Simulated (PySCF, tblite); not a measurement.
# C₆H₇FN radical: geometry, infrared bands and EPR parameters

Wanted: the infrared bands and EPR parameters of C₆H₇FN radical (`N#C[C@@H]1C[CH]C[C@H]1F`), by calculation.

The runs use tblite 0.8.0 and PySCF 2.14.0, with density-fitted response routines of our own; the level of theory stands in each step. All values are computed, except where a source is named. Atoms count from 0, in the outputs and in this text.

## Step 1: The molecule as given

15 atoms, charge 0, multiplicity 2; geometry from: force field or distance geometry start.

Bonds of the start (Å): N0–C1 1.17, C1–C2 1.46, C2–C3 1.52, C3–C4 1.48, C4–C5 1.50, C5–C6 1.53, C6–F7 1.37, C6–C2 1.54, C2–H8 1.09, C3–H9 1.10, C3–H10 1.10, C4–H11 1.08, C5–H12 1.09, C5–H13 1.10, C6–H14 1.09.

## Step 2: Relaxing the molecule with GFN2-xTB

What the job is given:

```
{"job": {"kind": "relax", "xc": "GFN2-xTB", "basis": "xTB"}, "charge": 0, "multiplicity": 2}
N      2.967100     0.304800    -0.769500
C      1.980800     0.329900    -0.146400
C      0.759600     0.361300     0.661000
C      0.141400    -1.021100     0.828700
C     -0.800900    -1.165600    -0.309000
C     -1.014800     0.144500    -1.010300
C     -0.336100     1.150200    -0.075600
F     -1.247500     1.571800     0.853300
H      0.967800     0.805600     1.637800
H      0.885400    -1.828900     0.845200
H     -0.435700    -1.082700     1.766800
H     -1.297400    -2.087200    -0.593600
H     -2.079200     0.362000    -1.121800
H     -0.514900     0.120700    -1.988200
H      0.020200     2.042700    -0.600300
```

Run with:

```bash
> OMP_NUM_THREADS=1 python probes_run.py task.json out
```

This one command runs all jobs of the session in turn.

Standard output:

```text
step      E/eV     max force
  0    -652.07045    2.981
  1    -651.94648    8.557
  2    -652.14225    0.615
  3    -652.14955    0.312
  4    -652.16060    0.341
  5    -652.16336    0.216
  6    -652.16570    0.090
  7    -652.16671    0.117
  8    -652.16775    0.099
  9    -652.16834    0.065
 10    -652.16881    0.049
 11    -652.16927    0.086
 12    -652.16983    0.100
 13    -652.17036    0.073
 14    -652.17079    0.054
 15    -652.17113    0.049
 16    -652.17150    0.062
 17    -652.17187    0.057
 18    -652.17218    0.035
 19    -652.17238    0.034
 20    -652.17254    0.034
 21    -652.17267    0.029
 22    -652.17275    0.021
 23    -652.17280    0.018
 24    -652.17284    0.019
 25    -652.17289    0.015
 26    -652.17293    0.013
 27    -652.17297    0.016
 28    -652.17301    0.018
 29    -652.17306    0.017
 30    -652.17313    0.019
 31    -652.17320    0.020
 32    -652.17327    0.025
 33    -652.17334    0.026
 34    -652.17342    0.020
 35    -652.17350    0.018
 36    -652.17355    0.014
 37    -652.17357    0.012
 38    -652.17360    0.013
 39    -652.17364    0.014
 40    -652.17367    0.014
 41    -652.17370    0.016
 42    -652.17372    0.014
 43    -652.17375    0.014
 44    -652.17379    0.017
 45    -652.17382    0.014
 46    -652.17385    0.016
 47    -652.17388    0.014
 48    -652.17392    0.015
 49    -652.17395    0.017
 50    -652.17399    0.015
 51    -652.17401    0.012
 52    -652.17404    0.012
 53    -652.17406    0.012
 54    -652.17408    0.009
```

It took 0.15 s on 1 thread of AMD EPYC 9R45, shared host.

Step by step: (not every step is listed) (the energy doesn't fall at every step)

```
step  energy from step 0 (eV)  largest force (eV/Å)
   0                   0.0000                2.9811
   1                   0.1240                8.5565
   2                  -0.0718                0.6147
   3                  -0.0791                0.3118
   4                  -0.0901                0.3414
   5                  -0.0929                0.2159
   6                  -0.0952                0.0900
   7                  -0.0963                0.1174
   8                  -0.0973                0.0994
  12                  -0.0994                0.1003
  16                  -0.1010                0.0624
  20                  -0.1021                0.0338
  24                  -0.1024                0.0190
  28                  -0.1026                0.0177
  32                  -0.1028                0.0249
  36                  -0.1031                0.0144
  40                  -0.1032                0.0141
  44                  -0.1033                0.0171
  48                  -0.1035                0.0147
  49                  -0.1035                0.0166
  50                  -0.1035                0.0148
  51                  -0.1036                0.0124
  52                  -0.1036                0.0116
  53                  -0.1036                0.0117
  54                  -0.1036                0.0091
```

Distances of close pairs at the start and the end, largest changes first:

```
  bond  before (Å)  after (Å)  change (Å)
 N0–C1       1.167      1.143      -0.024
 C1–C2       1.464      1.441      -0.023
 C4–C5       1.501      1.481      -0.021
 C2–C3       1.524      1.544      +0.020
C4–H11       1.085      1.071      -0.014
 C6–F7       1.368      1.380      +0.012
 C3–C4       1.484      1.478      -0.006
C3–H10       1.103      1.099      -0.004
```

The next job starts from the end point, and lists it.

## Step 3: Infrared spectrum with GFN2-xTB

What the job is given:

```
{"job": {"kind": "ir", "xc": "GFN2-xTB", "basis": "xTB"}, "charge": 0, "multiplicity": 2}
N      2.923361     0.271524    -0.704843
C      1.960412     0.319940    -0.091062
C      0.739413     0.363951     0.672894
C      0.146575    -1.053843     0.817972
C     -0.786660    -1.172130    -0.322390
C     -1.032329     0.127181    -0.988459
C     -0.335012     1.156092    -0.095892
F     -1.233489     1.679448     0.810735
H      0.944547     0.837097     1.637386
H      0.921608    -1.827655     0.813026
H     -0.378210    -1.135626     1.780440
H     -1.244790    -2.091683    -0.625273
H     -2.097746     0.362279    -1.084041
H     -0.605839     0.158439    -2.000340
H      0.073747     2.012974    -0.642065
```

Standard output:

```text
mode    cm-1     km/mol
  1      70.9      7.66
  2     119.7      2.20
  3     145.8     11.11
  4     200.4      5.10
  5     309.0     24.65
  6     363.0      5.37
  7     371.4      8.15
  8     487.8      3.24
  9     532.8      5.42
 10     705.7      0.57
 11     732.6      2.09
 12     829.8     12.12
 13     863.7      3.46
 14     929.8      2.87
 15     968.3      3.54
 16     977.7     18.27
 17    1017.0     41.00
 18    1025.4      7.99
 19    1078.4      4.03
 20    1086.3      1.63
 21    1115.4      8.74
 22    1124.4      9.15
 23    1169.6     18.33
 24    1223.8     10.30
 25    1255.5      7.59
 26    1262.0      5.48
 27    1290.5      2.54
 28    1310.4     29.75
 29    1316.9     20.46
 30    1433.3      8.91
 31    1445.3      5.79
 32    2409.5    202.56
 33    2853.8     21.72
 34    2865.7     15.82
 35    2932.5     23.30
 36    2934.2     12.97
 37    2938.7     40.91
 38    2958.2      9.33
 39    3169.4     25.73
```

It took 0.23 s on 1 thread of AMD EPYC 9R45, shared host.

Which atoms move in the most intense modes:

```
cm⁻¹  km/mol                       atoms
 309    24.6           H11 76 %, C4 18 %
1017    41.0  C6 26 %, F7 15 %, H13 15 %
1310    29.8  C4 26 %, H14 16 %, C5 13 %
2410   202.6            C1 60 %, N0 39 %
2854    21.7                    H10 85 %
2932    23.3                     H9 85 %
2939    40.9                    H14 90 %
3169    25.7                    H11 92 %
```

## Step 4: EPR parameters: B3LYP/pcH-1

Same as in step 3 but for these lines:

```diff
@@ -1,2 +1,2 @@
-{"job": {"kind": "ir", "xc": "GFN2-xTB", "basis": "xTB"}, "charge": 0, "multiplicity": 2}
+{"job": {"kind": "epr", "basis": "pcH-1"}, "charge": 0, "multiplicity": 2}
 N      2.923361     0.271524    -0.704843
```

Method: UKS B3LYP, pcH-1 on C F H N, non-relativistic, mean-field spin-orbit, GIAO.

Standard output:

```text
UKS, coarse grid
  cycle   1  E = -387.30227134  |g| = 4.80e-01
  cycle   2  E = -387.07858771  |g| = 9.04e-01
  cycle   3  E = -387.38299041  |g| = 1.68e-01
  cycle   4  E = -387.39377122  |g| = 6.11e-02
  cycle   5  E = -387.39514908  |g| = 1.70e-02
  cycle   6  E = -387.39526224  |g| = 4.49e-03
  cycle   7  E = -387.39527115  |g| = 1.45e-03
  cycle   8  E = -387.39527325  |g| = 5.40e-04
UKS, final grid
  cycle   1  E = -387.39527895  |g| = 5.23e-04
  cycle   2  E = -387.39527890  |g| = 6.37e-04
  cycle   3  E = -387.39527909  |g| = 1.39e-04
  cycle   4  E = -387.39527909  |g| = 5.35e-05
  cycle   5  E = -387.39527909  |g| = 2.81e-05
E = -387.39527909 Eh   <S^2> = 0.7540 (exact 0.7500)
g shifts (ppm)      1          2          3
  rmc          -137       -137       -137
  gc              1         25         20
  oz_so          55        568        793
  total         -81        456        676
hyperfine (MHz)  atom isotope    a_iso     a_fc   dipolar eigenvalues
    0   14N       0.08       0.08     -0.29     -0.01      0.29
    1   13C      -1.60      -1.60     -0.76     -0.44      1.19
    2   13C       4.52       4.52     -1.25     -0.76      2.01
    3   13C     -35.53     -35.53     -2.18      0.30      1.88
    4   13C      89.13      89.13    -81.56    -81.46    163.02
    5   13C     -34.76     -34.76     -2.39      0.62      1.77
    6   13C       0.90       0.90     -1.15     -0.61      1.76
    7   19F      -0.65      -0.65     -4.00     -1.06      5.06
    8    1H      -1.97      -1.97     -1.95     -1.59      3.54
    9    1H      82.54      82.54     -4.69     -4.09      8.78
   10    1H     143.18     143.18     -5.41     -3.48      8.89
   11    1H     -63.86     -63.86    -38.85     -0.31     39.15
   12    1H      93.87      93.87     -5.03     -3.61      8.64
   13    1H     136.64     136.64     -5.30     -3.79      9.09
   14    1H      -1.84      -1.84     -1.86     -1.62      3.47
```

Wall time 30 s (1 thread of AMD EPYC 9R45, shared host); peak memory 1 GiB.

Principal g values 2.00224, 2.00278, 2.00300; g(iso) = 2.00267, against 2.00232 for a free electron.

Hyperfine couplings, nucleus by nucleus at this fixed geometry (no averaging over rotations):

```
nuclei  isotope  a(iso) (MHz)  a(iso) (G, at g = 2.0023)  largest dipolar term (MHz)
   H10       1H         143.2                       51.1                         8.9
   H13       1H         136.6                       48.8                         9.1
   H12       1H          93.9                       33.5                         8.6
    C4      13C          89.1                       31.8                       163.0
    H9       1H          82.5                       29.5                         8.8
   H11       1H         -63.9                      -22.8                        39.2
    C3      13C         -35.5                      -12.7                        -2.2
    C5      13C         -34.8                      -12.4                        -2.4
    C2      13C           4.5                        1.6                         2.0
    H8       1H          -2.0                       -0.7                         3.5
   H14       1H          -1.8                       -0.7                         3.5
    C1      13C          -1.6                       -0.6                         1.2
    C6      13C           0.9                        0.3                         1.8
    F7      19F          -0.6                       -0.2                         5.1
```

Mulliken spin populations:

N0 0.00; C1 0.00; C2 0.01; C3 -0.09; C4 1.02; C5 -0.09; C6 0.00; F7 0.00; H8 0.00; H9 0.03; H10 0.06; H11 -0.04; H12 0.04; H13 0.06; H14 0.00

In first order the couplings over 0.8 MHz of 1H give 128 distinct lines over 186.9 G.

Orbitals, density, ELF and potential are computed afterwards from the orbital file.

ELF in a plane through or near 5 of the atoms.

Ten even steps from ' ' (0.00) to '@' (1.00):
```
                                                        
                                                        
                                                        
                  ::==--..          ..                  
                --@@@@@@**..    ..==##++--              
              ..##@@@@@@@@++....**%%@@@@##..            
                ==@@@@@@@@**++++##@@@@%%**..            
                  ..++##++++@@++++::##==..              
            ........::==++++##++::++**..                
        ..::--==++****++++::..==%%@@**==++==--          
        ..--++****%%@@**==--::++====++@@@@@@@@==        
        ..--++****##%%**++++++%%##--##@@@@@@@@++        
        ..::==++++++--..--====**##++++%%@@@@%%::        
          ....::::..    ##@@@@%%--..  ..::::..          
                      ::@@@@@@@@++                      
                      --@@@@@@@@++                      
                        **%%%%##..                      
                                                        
                                                        
                                                        
```
The map spans 10.1 Å across and 9.4 Å up, centred on the molecule. Atoms in the plane (x, y in Å): C4 (0.9, 1.1), C5 (1.3, -0.4), H9 (-1.0, 1.9), H12 (2.3, -0.6), H14 (0.0, -2.1).

On the surface of density 0.002 e/bohr³ the electrostatic potential runs, from the 1st to the 99th percentile, from -1.71 V near N0 to 1.24 V near H8.

The spin density lies nearest to C4 64 %; H11 10 %.

## Step 5: Results

| quantity | value |
| --- | --- |
| strongest single infrared mode (GFN2-xTB) | 2410 cm⁻¹, 203 km/mol |
| zero-point energy (GFN2-xTB) | 71.2 kcal/mol |
| g(iso) (B3LYP) | 2.00267 |
| ⟨S²⟩ | 0.754 (exact 0.75) |
| largest a(iso) | 1H on H10, 143.2 MHz |
| potential on the surface of density 0.002 e/bohr³, 1st and 99th percentile | -1.71 V and 1.24 V |

**Reading.** Over 54 steps the energy fell by 0.104 eV; of the close pairs, N0–C1 changed most, 1.167 to 1.143 Å. All 39 modes are real, so the xTB geometry is a minimum. The strongest single mode, at 2410 cm⁻¹, moves mainly C1 and N0. Unscaled tight-binding wavenumbers are off by several per cent, some by more. Its intensities can rank the bands wrongly. Most of the unpaired spin sits on C4 (1.02 e). The isotropic g lies 0.4 ppt above the free-electron value. These values are for one conformer; the search (at its own cheap level) found 2 more, at 0.00, 0.35 kcal/mol (those within 0.05 may be mirror or relabelled copies), and measured spectra average over such forms.
